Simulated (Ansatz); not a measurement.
# C7H12O2: ionisation energy by level of theory

One table from this session's results is given with a row withheld; the runs are named, their logs left out.

The runs use Ansatz 0.2.0, Gaussian basis; unrestricted cation, the program's frozen cores in correlated methods.

Plan: UKS PBE-D4/def2-TZVPP; UKS r2SCAN-D4/def2-TZVPP; UKS PBE0-D4/def2-TZVPP; UKS B3LYP-D4/def2-TZVPP; UKS wB97X-V/def2-TZVPP; UKS wB97M-V/def2-TZVPP; UKS B2PLYP/def2-TZVPP; UHF-MP2/def2-TZVPP; UHF-MP2/def2-QZVPP; then −ε(HOMO) from the neutral's earlier runs with LDA (SPW92), PBE-D4, revPBE-D4, BLYP-D4, r2SCAN-D4, B97M-V, PBE0-D4, B3LYP-D4, r2SCANh-D4, r2SCAN0-D4, HSE06-D4, BHLYP-D4, CAM-B3LYP-D4, LC-ωPBE, ωB97X-V, ωB97M-V.

1 further run of the same task is left out (it didn't finish).

## The relaxed structure

An earlier PBE0-D4 in a triple-zeta def2 set relaxation fixed the geometry.

SMILES `CCC(=O)/C=C(\O)CC`, 21 atoms, charge 0, spin multiplicity 1.

Atoms are counted from 1 here; the program's logs count them from 0.

Bond lengths: C1–C2 1.514 Å, C1–H10 1.092 Å, C1–H11 1.091 Å, C1–H12 1.091 Å, C2–C3 1.506 Å, C2–H13 1.097 Å, C2–H14 1.097 Å, C3–O4 1.241 Å, C3–C5 1.434 Å, C5–C6 1.366 Å, C5–H15 1.081 Å, C6–O7 1.313 Å, C6–C8 1.490 Å, O7–H16 1.014 Å, C8–C9 1.525 Å, C8–H17 1.096 Å, C8–H18 1.091 Å, C9–H19 1.092 Å and more. Angles: C2–C1–H10 110.6°, C2–C1–H11 111.0°, C2–C1–H12 111.0°, H10–C1–H11 108.4°, H10–C1–H12 108.4°, H11–C1–H12 107.2°, C1–C2–C3 114.1°, C1–C2–H13 111.2°, C1–C2–H14 111.3°, C3–C2–H13 107.3°, C3–C2–H14 107.4°, H13–C2–H14 105.1°, C2–C3–O4 120.1°, C2–C3–C5 118.3°, O4–C3–C5 121.5°, C3–C5–C6 120.0°, C3–C5–H15 120.2°, C6–C5–H15 119.8° and more.

Set-up of the first run:

Contents of in.yaml:

```yaml
crystal:
  periodic: [false, false, false]
  atoms:
    - {symbol: C, position_ang: [2.720472, -2.323156, 1.012806]}
    - {symbol: C, position_ang: [2.155005, -1.302058, 0.049144]}
    - {symbol: C, position_ang: [0.882514, -0.649707, 0.522365]}
    - {symbol: O, position_ang: [0.393870, -0.960409, 1.620370]}
    - {symbol: C, position_ang: [0.263409, 0.328395, -0.323700]}
    - {symbol: C, position_ang: [-0.889896, 0.943031, 0.073868]}
    - {symbol: O, position_ang: [-1.457220, 0.658734, 1.223590]}
    - {symbol: C, position_ang: [-1.609841, 1.964820, -0.736875]}
    - {symbol: C, position_ang: [-3.022453, 1.521683, -1.103023]}
    - {symbol: H, position_ang: [3.640260, -2.756994, 0.616180]}
    - {symbol: H, position_ang: [2.942094, -1.868530, 1.979339]}
    - {symbol: H, position_ang: [2.007902, -3.129547, 1.191826]}
    - {symbol: H, position_ang: [2.877679, -0.501725, -0.150434]}
    - {symbol: H, position_ang: [1.949173, -1.750643, -0.930048]}
    - {symbol: H, position_ang: [0.706729, 0.582999, -1.276185]}
    - {symbol: H, position_ang: [-0.859946, -0.044668, 1.644042]}
    - {symbol: H, position_ang: [-1.658043, 2.884000, -0.142588]}
    - {symbol: H, position_ang: [-1.026494, 2.183533, -1.633059]}
    - {symbol: H, position_ang: [-3.001188, 0.620171, -1.719381]}
    - {symbol: H, position_ang: [-3.604115, 1.305859, -0.206270]}
    - {symbol: H, position_ang: [-3.534309, 2.304810, -1.664966]}
basis:
  gaussian: {orbitals: def2-TZVPP}
total_charge: 1
magnetization: {spin_polarized: true, initial_magnetization: 1}
hamiltonian: {xc: pbe, dispersion: d4}
```

Run with:

```
ansatz run in.yaml --threads 4 --pin off --events-out ev --progress --plain --max-ram 66560MiB --backend cuda --devices 0, --max-vram 37GiB
```

Among the steps run: Cation, UKS PBE-D4/def2-TZVPP; Cation, UKS r2SCAN-D4/def2-TZVPP; Cation, UKS PBE0-D4/def2-TZVPP; Cation, UKS B3LYP-D4/def2-TZVPP; Cation, UKS wB97X-V/def2-TZVPP; Cation, UKS wB97M-V/def2-TZVPP; Cation, UKS B2PLYP (frozen core)/def2-TZVPP; Cation, UHF-MP2/def2-TZVPP; Cation, UHF-MP2/def2-QZVPP.

One of the session's tables, all rows but one given; the rest of the session is left out.

For comparison, −ε(HOMO) of the neutral from earlier runs:

```
  functional  −ε(HOMO) (eV)
 LDA (SPW92)           6.05
      PBE-D4           5.83
   revPBE-D4           5.75
     BLYP-D4           5.69
   r2SCAN-D4           6.04
      B97M-V           6.06
     PBE0-D4           6.94
    B3LYP-D4              ?
  r2SCANh-D4           6.46
  r2SCAN0-D4           7.09
    HSE06-D4           6.54
    BHLYP-D4           7.94
CAM-B3LYP-D4           8.23
     LC-ωPBE           9.50
     ωB97X-V           9.17
     ωB97M-V           9.09
```

Q: Estimate the row for B3LYP-D4 from the others.

Worked estimate for «−ε(HOMO) (eV)». Against the share of exact exchange, BLYP-D4 (0, 5.69), BHLYP-D4 (0.5, 7.94) give a slope of 4.50 per unit share; at 0.2 the line stands at 6.59.

As computed: −ε(HOMO) (eV): 6.74. In «−ε(HOMO) (eV)» the line misses by -0.15.
